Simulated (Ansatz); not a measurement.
# CH₅GaO₂Si: a ladder of functionals and wavefunction methods

Aim: compute CH₅GaO₂Si with functionals from several rungs and with coupled cluster, and see how far each lands from CCSD(T) at the basis-set limit for the atomisation energy.

Method: functionals in def2-TZVPP, the program's frozen cores in correlated methods; program: Ansatz 0.2.0, Gaussian basis.

Levels to be run: LDA (SPW92), PBE-D4, revPBE-D4, BLYP-D4, r2SCAN-D4, B97M-V, PBE0-D4, B3LYP-D4, r2SCANh-D4, r2SCAN0-D4, HSE06-D4, BHLYP-D4, CAM-B3LYP-D4, LC-ωPBE, ωB97X-V, ωB97M-V, B2PLYP, PBE-QIDH; CCSD(T)/def2-SVP; CCSD(T)/def2-TZVPP; MP2/def2-QZVPP; extrapolation to the limit; RPA on PBE.

## Step 1: The relaxed structure

An earlier PBE0-D4 in a triple-zeta def2 set relaxation fixed the geometry.

SMILES `[OH][Ga]1[O]C[SiH2]1`, 10 atoms, charge 0, spin multiplicity 1.

Atoms are counted from 1 here; the program's logs count them from 0.

Bond lengths: O1–Ga2 1.774 Å, O1–H6 0.961 Å, Ga2–O3 1.839 Å, Ga2–Si5 2.373 Å, O3–C4 1.428 Å, C4–Si5 1.924 Å, C4–H7 1.097 Å, C4–H8 1.097 Å, Si5–H9 1.489 Å, Si5–H10 1.489 Å. Angles: Ga2–O1–H6 113.3°, O1–Ga2–O3 122.2°, O1–Ga2–Si5 160.0°, O3–Ga2–Si5 77.8°, Ga2–O3–C4 104.0°, O3–C4–Si5 105.0°, O3–C4–H7 110.5°, O3–C4–H8 110.5°, Si5–C4–H7 111.7°, Si5–C4–H8 111.7°, H7–C4–H8 107.5°, Ga2–Si5–C4 73.2°, Ga2–Si5–H9 119.3°, Ga2–Si5–H10 119.4°, C4–Si5–H9 116.4°, C4–Si5–H10 116.5°, H9–Si5–H10 108.5°.

As a file:

```mol
CH5GaO2Si
  3D, bonds by distance, orders not assigned

 10 10  0  0  0  0  0  0  0  0999 V2000
   -2.9233    0.9418   -0.0476 O   0  0
   -1.1945    0.5474   -0.0009 Ga  0  0
   -0.5775   -1.1776   -0.1649 O   0  0
    0.8414   -1.0466   -0.0754 C   0  0
    1.1552    0.8371    0.1571 Si  0  0
   -3.4855    0.1713   -0.1651 H   0  0
    1.3208   -1.4279   -0.9853 H   0  0
    1.2287   -1.6293    0.7694 H   0  0
    1.7529    1.2543    1.4555 H   0  0
    1.8817    1.5296   -0.9428 H   0  0
  1  2  8  0
  2  3  8  0
  3  4  8  0
  4  5  8  0
  1  6  8  0
  4  7  8  0
  4  8  8  0
  5  9  8  0
  5 10  8  0
  2  5  8  0
M  END
```

## Step 2: LDA

This LDA is Slater exchange with PW92 correlation.

The input, in.yaml:

```yaml
crystal:
  periodic: [false, false, false]
  atoms:
    - {symbol: O, position_ang: [-2.923272, 0.941807, -0.047588]}
    - {symbol: Ga, position_ang: [-1.194525, 0.547423, -0.000913]}
    - {symbol: O, position_ang: [-0.577478, -1.177640, -0.164899]}
    - {symbol: C, position_ang: [0.841444, -1.046611, -0.075378]}
    - {symbol: Si, position_ang: [1.155222, 0.837083, 0.157094]}
    - {symbol: H, position_ang: [-3.485495, 0.171262, -0.165139]}
    - {symbol: H, position_ang: [1.320823, -1.427931, -0.985333]}
    - {symbol: H, position_ang: [1.228655, -1.629329, 0.769442]}
    - {symbol: H, position_ang: [1.752895, 1.254327, 1.455528]}
    - {symbol: H, position_ang: [1.881732, 1.529618, -0.942814]}
basis:
  gaussian: {orbitals: def2-TZVPP}
hamiltonian: {xc: lda}
output: {orbitals: {seedname: orbitals}}
```

On the command line:

```bash
$ ansatz run in.yaml --threads 4 --pin off --events-out ev --progress --plain --max-ram 10444MiB
```

After this run come: PBE-D4 (GGA); revPBE-D4 (GGA); BLYP-D4 (GGA); r2SCAN-D4 (meta-GGA); B97M-V (meta-GGA); B3LYP-D4 (hybrid); r2SCANh-D4 (hybrid); r2SCAN0-D4 (hybrid); HSE06-D4 (hybrid); BHLYP-D4 (hybrid); CAM-B3LYP-D4 (range-separated); LC-ωPBE (range-separated); ωB97X-V (range-separated); ωB97M-V (range-separated); B2PLYP (double hybrid); PBE-QIDH (double hybrid); CCSD(T) in def2-SVP; CCSD(T) in def2-TZVPP; MP2 in def2-QZVPP; RPA on PBE orbitals.

**Question.** What will the summary of the whole plan be? Wanted: atomisation energy, CCSD(T)/CBS; farthest beyond LDA; mean size of error, GGA; mean size of error, meta-GGA; mean size of error, hybrid; mean size of error, range-separated; mean size of error, double hybrid; gap, smallest and largest; T1 diagnostic.

As calculated:

| quantity | value |
| --- | --- |
| atomisation energy, CCSD(T)/CBS | 827.2 kcal/mol |
| functionals within 8.3 kcal/mol (1.0 %) | r2SCAN-D4, B97M-V, r2SCANh-D4, CAM-B3LYP-D4, LC-ωPBE, ωB97X-V, ωB97M-V |
| farthest beyond LDA | BHLYP-D4 (-41.0 kcal/mol) |
| mean size of error, GGA | 11.1 kcal/mol |
| mean size of error, meta-GGA | 1.9 kcal/mol |
| mean size of error, hybrid | 16.2 kcal/mol |
| mean size of error, range-separated | 4.0 kcal/mol |
| mean size of error, double hybrid | 13.6 kcal/mol |
| gap, smallest and largest | 4.14 eV (LDA (SPW92)), 10.99 eV (LC-ωPBE) |
| T1 diagnostic | 0.0160 |
| triples share of the correlation energy | 4.1 % |

**Reading.** The LDA atomisation energy is off by 129.3 kcal/mol (16 %): it overbinds. PBE-D4 misses by +11.3 kcal/mol. Double hybrids carry the basis error of their MP2 part in triple zeta, and no dispersion term here, so their miss is partly the set-up's. The rungs meta-GGA, range-separated miss on average by less than the doubt on the reference (8.3 kcal/mol), so they tie. Misses under about 8.3 kcal/mol are within the doubt on the reference itself, which lacks core-valence correlation, relativity and higher excitations, and its outer-core shells are covered unevenly. Hartree-Fock recovers 68 % of the binding; the rest is correlation. CCSD(T) in def2-SVP is off by -59.6 kcal/mol, worse than the median functional, from the basis alone. Orbital gaps span 4.1 to 11.0 eV; exact exchange widens them. Correlated methods include outer-core shells of Ga, which these sets cover unevenly.
